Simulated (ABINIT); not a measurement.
Here is an ABINIT 10.8.3 (patched build) calculation.

File run.abi:

```
# Pseudopotentials
pp_dirpath "./"
pseudos "Al.LDA_PW-JTH.xml, Cl.LDA_PW-JTH.xml"

# Structure
acell 4.03825491 4.0382549084 6.59141651 Angstrom
rprim
     1.0000000000     0.0000000000     0.0000000000
    -0.4999999990     0.8660254044     0.0000000000
     0.0000000000     0.0000000000     1.0000000000
ntypat 2
znucl 13 17
natom 4
typat 1 1 2 2
xcart
    -0.0000000319     4.4058729734     0.0000000000
     3.8155979420     2.2029364537     6.2279859886
    -0.0000000319     4.4058729734     4.7955490867
     3.8155979420     2.2029364537    11.0235350753

# Plane-wave basis
ecut 19.0
pawecutdg 38.0

# k points
kptopt 1
ngkpt 6 6 3
nshiftk 1
shiftk 0.0 0.0 0.0

# Exchange and correlation
ixc 2

# Bands and occupations
nband 14
occopt 3
tsmear 0.00183747

# SCF cycle
nstep 100
tolvrs 1.0e-9

# Output
iomode 3
prtwf 0
prteig 0
prtebands 0
enunit 2
prtvol 2
prtden 1
prtvha 1
prtvclmb 1
prtpot 1
```

Potentials or basis: JTH PAW LDA v2.0.

Command:

```sh
$ abinit run.abi > log 2>&1
```

(1) Estimate the pressure.

(2) Predict the largest force.

(3) Estimate the band gap on the k mesh.

## Answers

(1) 13.1 GPa.

(2) 0.159 eV/Å.

(3) 0.37 eV, direct.

Caveat: an odd mesh through Γ misses points on the zone boundary, where band edges often lie.
